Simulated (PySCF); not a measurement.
**The bond of SnSe+, level by level, part 1 of 2**

What are the lowest state that PBE0 finds, the bond length, vibrational wavenumber and bond energy of SnSe+, and how much do these hang on the method?

The runs use PySCF 2.14.0; Sn def2-SVP with ECP28, Se def2-SVP, scalar-relativistic core potentials.

## 1. Set-up

Settings of the job:

```
atoms                         : Sn, Se
charge                        : 1
basis                         : Sn def2-SVP with ECP28, Se def2-SVP
Hamiltonian                   : scalar-relativistic core potentials
basis functions               : 58
electrons treated             : 55
masses in u                   : 119.9022, 79.9165
levels                        : PBE0, PBE, r²SCAN, B2PLYP, M06-2X, M06-L, LC-ωPBE, HF, MP2, SCS-MP2
grid                          : 80 radial by 434 angular points
occupations                   : held fixed by the projection of orbital angular momentum
dissociation limit            : Sn+ + Se, each in its ground configuration
starting distance in angstrom : 2.565
values of 2S to try           : 1, 3
```

The run is started by

```bash
$ OMP_NUM_THREADS=1 python dia.py task.json out
```

The job searches for the state first and then visits each distance with every level. Its results follow level by level.

## 2. Search for the lowest state

At the starting distance of 2.565 Å the search finds these solutions (others can lie among them):

| 2Ms+1 | unpaired | term | E (eV) | ⟨S²⟩ | ⟨Lz²⟩ | μ (D) |
| --- | --- | --- | --- | --- | --- | --- |
| 2 | π ↑ | ²Π | 0.00 | 0.76 | 1.02 | -3.17 |
| 2 | σ ↑ | ²Σ⁺ | 0.86 | 0.76 | 0.00 | -4.14 |
| 4 | π ↑↑↑ | ⁴Π | 2.28 | 3.76 | 1.00 | 1.03 |
| 4 | σ ↑, π ↑↑ | not assigned | 2.46 | 3.76 | 2.01 | -1.28 |
| 4 | σ ↑, π ↑↑ | not assigned | 2.69 | 3.76 | 2.01 | -1.48 |
| 2 | π ↑↑↓ | not assigned | 2.72 | 1.76 | 3.02 | 1.01 |

6 of 11 solutions are listed, lowest first.

A term symbol stands only where ⟨S²⟩ and ⟨Lz²⟩ are near those of a pure state. A positive dipole points from Sn to Se; in an ion it is taken about the centre of mass and does not tell which atom is negative.

Followed over a short scan are these candidates:

| 2Ms+1 | unpaired | R at minimum (Å) | energy at minimum (eV) |
| --- | --- | --- | --- |
| 2 | π ↑ | 2.51 | 0.00 |
| 2 | σ ↑ | 2.36 | 0.60 |
| 4 | π ↑↑↑ | not bracketed | ≤ 1.89 |

The search made 11 SCF attempts at the starting distance; with the short scans it took 15 s of wall time (1 thread of Arm Neoverse V1, shared host).

## 3. First curve: PBE0

State followed: ²Π (doublet), unpaired electrons π ↑. The scan is laid around 2.515 Å.

Output of the SCF at 2.515 Å:

```text
******** <class 'pyscf.dft.uks_symm.SymAdaptedUKS'> ********
method = SymAdaptedUKS
initial guess = minao
damping factor = 0
level_shift factor = 0
DIIS = <class 'pyscf.scf.diis.CDIIS'>
diis_start_cycle = 1
diis_space = 10
diis_damp = 0
SCF conv_tol = 1e-09
SCF conv_tol_grad = None
SCF max_cycles = 60
direct_scf = False
max_memory 909 MB (current use 316 MB)
number electrons alpha = 28  beta = 27
XC library pyscf.dft.libxc version 7.0.0
    S. Lehtola, C. Steigemann, M. J.T. Oliveira, and M. A.L. Marques.,  SoftwareX 7, 1–5 (2018)
XC functionals = PBE0
    C. Adamo and V. Barone.,  J. Chem. Phys. 110, 6158 (1999)
    M. Ernzerhof and G. E. Scuseria.,  J. Chem. Phys. 110, 5029 (1999)
small_rho_cutoff = 0
Overwritten attributes  get_j get_k get_hcore get_occ get_jk  of <class 'pyscf.dft.uks_symm.SymAdaptedUKS'>
<class 'pyscf.dft.uks_symm.SymAdaptedUKS'> does not have attributes  refdm
Set gradient conv threshold to 3.16228e-05
init E= -2615.02402541416
cycle= 1 E= -2615.00688529999  delta_E= 0.0171  |g|= 0.013  |ddm|= 0.0437
cycle= 2 E= -2615.00673208692  delta_E= 0.000153  |g|= 0.0197  |ddm|= 0.0555
cycle= 3 E= -2615.00704521092  delta_E= -0.000313  |g|= 0.00365  |ddm|= 0.0346
cycle= 4 E= -2615.00705350643  delta_E= -8.3e-06  |g|= 0.000364  |ddm|= 0.00508
cycle= 5 E= -2615.00705375938  delta_E= -2.53e-07  |g|= 0.000162  |ddm|= 0.00105
cycle= 6 E= -2615.00705386744  delta_E= -1.08e-07  |g|= 8.26e-05  |ddm|= 0.000748
cycle= 7 E= -2615.00705392321  delta_E= -5.58e-08  |g|= 2.02e-05  |ddm|= 0.000838
cycle= 8 E= -2615.00705392657  delta_E= -3.36e-09  |g|= 4.37e-06  |ddm|= 0.000227
cycle= 9 E= -2615.00705392667  delta_E= -9.19e-11  |g|= 1.64e-06  |ddm|= 3.13e-05
Extra cycle  E= -2615.00705392667  delta_E= -3.64e-12  |g|= 2.52e-06  |ddm|= 7.9e-06
converged SCF energy = -2615.00705392667  <S^2> = 0.75780329  2S+1 = 2.0077881
```

Points of the scan, energies from the lowest:

| R (Å) | E (eV) | μ (D) | Mulliken charge of Sn (e) | Mayer bond order | ⟨S²⟩ | HOMO (eV) | LUMO (eV) |
| --- | --- | --- | --- | --- | --- | --- | --- |
| 2.1629 | 1.1735 | -1.17 | 0.76 | 1.72 | 0.75 | -13.44 | -11.78 |
| 2.2635 | 0.5119 | -1.70 | 0.81 | 1.68 | 0.75 | -13.47 | -11.41 |
| 2.3641 | 0.1547 | -2.21 | 0.86 | 1.64 | 0.75 | -13.27 | -11.06 |
| 2.4396 | 0.0314 | -2.59 | 0.89 | 1.61 | 0.76 | -13.01 | -10.82 |
| 2.5150 | 0.0000 | -2.95 | 0.92 | 1.58 | 0.76 | -12.76 | -10.60 |
| 2.5905 | 0.0382 | -3.29 | 0.94 | 1.56 | 0.76 | -12.53 | -10.40 |
| 2.6911 | 0.1675 | -3.71 | 0.96 | 1.54 | 0.77 | -12.24 | -10.16 |
| 2.8168 | 0.4116 | -4.17 | 0.97 | 1.51 | 0.79 | -11.91 | -9.92 |
| 2.9677 | 0.7657 | -4.51 | 0.96 | 1.47 | 0.86 | -11.56 | -9.71 |
| 3.1689 | 1.2415 | -4.34 | 0.92 | 1.37 | 1.11 | -11.20 | -9.50 |

Constants from the curve: Re = 2.508 Å, ωe = 266.1 cm⁻¹, ωexe = 0.515 cm⁻¹, αe = 0.000150 cm⁻¹, Be = 0.05589 cm⁻¹, De = 3.01 eV, μ = -2.91 D.

Orbitals nearest the gap at 2.515 Å:

| spin | orbital | ε (eV) | filled | made of |
| --- | --- | --- | --- | --- |
| β | π | -35.60 | yes | Sn d 100 % |
| α | σ | -25.07 | yes | Se s 89 % |
| β | σ | -23.93 | yes | Se s 85 %, Sn s 9 % |
| α | σ | -18.59 | yes | Sn s 78 %, Se p 13 %, Se s 8 % |
| β | σ | -18.41 | yes | Sn s 78 %, Se s 11 %, Se p 11 % |
| α | π | -14.23 | yes | Se p 90 % |
| α | σ | -13.58 | yes | Se p 55 %, Sn p 29 %, Sn s 13 % |
| β | σ | -13.33 | yes | Se p 54 %, Sn p 32 %, Sn s 11 % |
| α | π | -13.19 | yes | Se p 85 %, Sn p 13 % |
| β | π | -12.76 | yes | Se p 80 %, Sn p 18 % |
| β | π | -10.60 | no | Se p 66 %, Sn p 32 % |
| α | π | -8.84 | no | Sn p 91 %, Se p 8 % |
| α | π | -8.54 | no | Sn p 86 %, Se p 13 % |
| β | π | -8.53 | no | Sn p 81 %, Se p 18 % |

Polarisability there: 82.9 bohr³ along the bond, 33.6 across it. Without diffuse functions these come out too small, above all across the bond.

## 4. Fields at the reference distance

The fields below are evaluated on a grid from the run's orbitals.

Frontier orbitals at PBE0 (alpha spin), with the share of their density that lies nearest to each atom:

| orbital | energy (eV) | lies on |
| --- | --- | --- |
| HOMO | -13.19 | Se2 86 %; Sn1 14 % |
| LUMO | -8.84 | Sn1 89 %; Se2 11 % |

ELF in a plane through or near 2 of the atoms.

Values, 10 rows by 14 columns:
```
0.00 0.00 0.00 0.01 0.01 0.00 0.00 0.00 0.02 0.02 0.01 0.00 0.00 0.00
0.00 0.01 0.16 0.38 0.24 0.06 0.03 0.06 0.16 0.20 0.19 0.10 0.02 0.00
0.00 0.18 0.74 0.77 0.44 0.19 0.13 0.19 0.36 0.49 0.47 0.28 0.10 0.00
0.05 0.74 0.92 0.55 0.26 0.23 0.25 0.46 0.65 0.60 0.76 0.69 0.28 0.05
0.16 0.92 0.85 0.34 0.73 0.73 0.22 0.62 0.28 0.61 0.28 0.86 0.48 0.11
0.19 0.93 0.83 0.35 0.47 0.56 0.23 0.63 0.26 0.66 0.30 0.86 0.52 0.13
0.10 0.87 0.89 0.40 0.45 0.44 0.24 0.57 0.51 0.25 0.56 0.82 0.39 0.08
0.02 0.48 0.90 0.71 0.34 0.22 0.22 0.32 0.56 0.68 0.70 0.47 0.19 0.02
0.00 0.09 0.56 0.70 0.42 0.15 0.08 0.14 0.28 0.38 0.36 0.21 0.07 0.00
0.00 0.00 0.03 0.09 0.07 0.01 0.01 0.02 0.08 0.09 0.08 0.03 0.00 0.00
```
The map spans 7.7 Å across and 5.2 Å up, centred on the molecule. Atoms in the plane (x, y in Å): Sn1 (-1.3, 0.0), Se2 (1.3, 0.0).

On the surface of density 0.002 e/bohr³ the electrostatic potential runs, from the 1st to the 99th percentile, from 3.93 V near Se2 to 8.33 V near Sn1.

The spin density lies nearest to Se2 89 %; Sn1 11 % (both signs).

Core electrons inside the core potentials are missing from the density.

## 5. Other states along the same grid

State 2: ²Σ⁺ (doublet), unpaired electrons σ ↑, an excited solution.

Output of the SCF at 2.515 Å:

```text
[... 13 set-up lines left out, the same as in an earlier log ...]
max_memory 909 MB (current use 364 MB)
[... 8 set-up lines left out, the same as in an earlier log ...]
init E= -2615.00152901646
cycle= 1 E= -2614.97826943361  delta_E= 0.0233  |g|= 0.0158  |ddm|= 0.045
cycle= 2 E= -2614.97727873015  delta_E= 0.000991  |g|= 0.0373  |ddm|= 0.0781
cycle= 3 E= -2614.9784969058  delta_E= -0.00122  |g|= 0.00538  |ddm|= 0.0584
cycle= 4 E= -2614.97851829231  delta_E= -2.14e-05  |g|= 0.000624  |ddm|= 0.00783
cycle= 5 E= -2614.97851911506  delta_E= -8.23e-07  |g|= 0.000357  |ddm|= 0.00211
cycle= 6 E= -2614.97851955683  delta_E= -4.42e-07  |g|= 0.000166  |ddm|= 0.00161
cycle= 7 E= -2614.97851977889  delta_E= -2.22e-07  |g|= 9.06e-05  |ddm|= 0.00128
cycle= 8 E= -2614.97851989416  delta_E= -1.15e-07  |g|= 5.52e-05  |ddm|= 0.00109
cycle= 9 E= -2614.97851994586  delta_E= -5.17e-08  |g|= 1.43e-05  |ddm|= 0.00116
cycle= 10 E= -2614.9785199475  delta_E= -1.64e-09  |g|= 1.83e-06  |ddm|= 0.000217
cycle= 11 E= -2614.97851994752  delta_E= -1.55e-11  |g|= 3.06e-07  |ddm|= 1.52e-05
Extra cycle  E= -2614.97851994752  delta_E= -9.09e-13  |g|= 3.14e-07  |ddm|= 9.84e-07
converged SCF energy = -2614.97851994752  <S^2> = 0.75945592  2S+1 = 2.0094337
```

Re = 2.349 Å, ωe = 298.8 cm⁻¹, ωexe = 0.667 cm⁻¹, αe = 0.000201 cm⁻¹, Be = 0.06373 cm⁻¹, μ = -3.49 D. Its minimum lies 0.60 eV above that of the lowest state.

State 3: ⁴Π (quartet), unpaired electrons π ↑↑↑, an excited solution.

The SCF at the reference distance, 2.515 Å, printed:

```text
[... 13 set-up lines left out, the same as in an earlier log ...]
max_memory 909 MB (current use 365 MB)
number electrons alpha = 29  beta = 26
[... 7 set-up lines left out, the same as in an earlier log ...]
init E= -2614.92302916598
cycle= 1 E= -2614.91643477517  delta_E= 0.00659  |g|= 0.0072  |ddm|= 0.0421
cycle= 2 E= -2614.91645832902  delta_E= -2.36e-05  |g|= 0.00606  |ddm|= 0.0302
cycle= 3 E= -2614.91648714203  delta_E= -2.88e-05  |g|= 0.0011  |ddm|= 0.0127
cycle= 4 E= -2614.9164873991  delta_E= -2.57e-07  |g|= 6.26e-05  |ddm|= 0.000839
cycle= 5 E= -2614.91648740677  delta_E= -7.67e-09  |g|= 1.64e-05  |ddm|= 0.00024
cycle= 6 E= -2614.91648740725  delta_E= -4.83e-10  |g|= 5.82e-06  |ddm|= 5.97e-05
Extra cycle  E= -2614.91648740728  delta_E= -3.14e-11  |g|= 4.88e-06  |ddm|= 2.29e-05
converged SCF energy = -2614.91648740728  <S^2> = 3.7577998  2S+1 = 4.003898
```

Re = 2.996 Å, ωe = 133.7 cm⁻¹, ωexe = 0.501 cm⁻¹, αe = 0.000180 cm⁻¹, Be = 0.03917 cm⁻¹, μ = -0.51 D. Its minimum lies 1.79 eV above that of the lowest state.

Energy (eV) from the lowest point of the lowest state:

| R (Å) | lowest | state 2 | state 3 |
| --- | --- | --- | --- |
| 2.163 | 1.173 | 0.967 | 5.159 |
| 2.264 | 0.512 | 0.669 | 4.027 |
| 2.364 | 0.155 | 0.606 | 3.227 |
| 2.440 | 0.031 | 0.662 | 2.792 |
| 2.515 | 0.000 | 0.776 | 2.464 |
| 2.591 | 0.038 | 0.932 | 2.223 |
| 2.691 | 0.168 | 1.180 | 2.004 |
| 2.817 | 0.412 | 1.519 | 1.853 |
| 2.968 | 0.766 | 1.912 | 1.791 |
| 3.169 | 1.241 | 2.354 | 1.829 |

## 6. PBE

Output of the SCF at 2.515 Å:

```text
[... 17 set-up lines left out, the same as in an earlier log ...]
XC functionals = PBE
    J. P. Perdew, K. Burke, and M. Ernzerhof.,  Phys. Rev. Lett. 77, 3865 (1996)
    J. P. Perdew, K. Burke, and M. Ernzerhof.,  Phys. Rev. Lett. 78, 1396 (1997)
    J. P. Perdew, K. Burke, and M. Ernzerhof.,  Phys. Rev. Lett. 77, 3865 (1996)
    J. P. Perdew, K. Burke, and M. Ernzerhof.,  Phys. Rev. Lett. 78, 1396 (1997)
[... 2 set-up lines left out, the same as in an earlier log ...]
init E= -2614.92672520218
cycle= 1 E= -2614.92630574359  delta_E= 0.000419  |g|= 0.0661  |ddm|= 0.16
cycle= 2 E= -2614.90904821854  delta_E= 0.0173  |g|= 0.154  |ddm|= 0.316
cycle= 3 E= -2614.92819569514  delta_E= -0.0191  |g|= 0.0243  |ddm|= 0.279
cycle= 4 E= -2614.92876796273  delta_E= -0.000572  |g|= 0.00271  |ddm|= 0.0451
cycle= 5 E= -2614.92877530195  delta_E= -7.34e-06  |g|= 0.00121  |ddm|= 0.00745
cycle= 6 E= -2614.928776925  delta_E= -1.62e-06  |g|= 0.000131  |ddm|= 0.00192
cycle= 7 E= -2614.92877694456  delta_E= -1.96e-08  |g|= 1.01e-05  |ddm|= 0.000282
cycle= 8 E= -2614.92877694491  delta_E= -3.5e-10  |g|= 9.51e-06  |ddm|= 7.2e-05
Extra cycle  E= -2614.92877694401  delta_E= 9.05e-10  |g|= 3.2e-05  |ddm|= 7.17e-05
converged SCF energy = -2614.92877694401  <S^2> = 0.75596348  2S+1 = 2.0059546
```

Re = 2.539 Å, ωe = 251.6 cm⁻¹, ωexe = 0.530 cm⁻¹, αe = 0.000156 cm⁻¹, Be = 0.05455 cm⁻¹, De = 3.31 eV, μ = -2.64 D.

## 7. r²SCAN (meta-GGA)

Output of the SCF at 2.515 Å:

```text
[... 17 set-up lines left out, the same as in an earlier log ...]
XC functionals = R2SCAN
    J. W. Furness, A. D. Kaplan, J. Ning, J. P. Perdew, and J. Sun.,  J. Phys. Chem. Lett. 11, 8208-8215 (2020)
    J. W. Furness, A. D. Kaplan, J. Ning, J. P. Perdew, and J. Sun.,  J. Phys. Chem. Lett. 11, 9248-9248 (2020)
    J. W. Furness, A. D. Kaplan, J. Ning, J. P. Perdew, and J. Sun.,  J. Phys. Chem. Lett. 11, 8208-8215 (2020)
    J. W. Furness, A. D. Kaplan, J. Ning, J. P. Perdew, and J. Sun.,  J. Phys. Chem. Lett. 11, 9248-9248 (2020)
[... 2 set-up lines left out, the same as in an earlier log ...]
init E= -2615.3552606505
cycle= 1 E= -2615.3560016776  delta_E= -0.000741  |g|= 0.0185  |ddm|= 0.0934
cycle= 2 E= -2615.35439636773  delta_E= 0.00161  |g|= 0.0465  |ddm|=  0.1
cycle= 3 E= -2615.35624988127  delta_E= -0.00185  |g|= 0.00339  |ddm|= 0.0777
cycle= 4 E= -2615.35625793495  delta_E= -8.05e-06  |g|= 0.00064  |ddm|= 0.00595
cycle= 5 E= -2615.35625842075  delta_E= -4.86e-07  |g|= 0.000238  |ddm|= 0.0017
cycle= 6 E= -2615.35625853559  delta_E= -1.15e-07  |g|= 6.33e-05  |ddm|= 0.000781
cycle= 7 E= -2615.35625856253  delta_E= -2.69e-08  |g|= 2.02e-05  |ddm|= 0.000637
cycle= 8 E= -2615.3562585641  delta_E= -1.57e-09  |g|= 7.13e-06  |ddm|= 0.00017
cycle= 9 E= -2615.35625856416  delta_E= -6.18e-11  |g|= 1.27e-06  |ddm|= 2.23e-05
Extra cycle  E= -2615.35625856415  delta_E= 1.18e-11  |g|= 3.43e-06  |ddm|= 7.96e-06
converged SCF energy = -2615.35625856415  <S^2> = 0.76075268  2S+1 = 2.0107239
```

Re = 2.515 Å, ωe = 261.4 cm⁻¹, ωexe = 0.555 cm⁻¹, αe = 0.000156 cm⁻¹, Be = 0.05558 cm⁻¹, De = 3.13 eV, μ = -2.78 D. 17 s of CPU time for 12 points, integrals apart.

(Continued in part 2 of 2.)
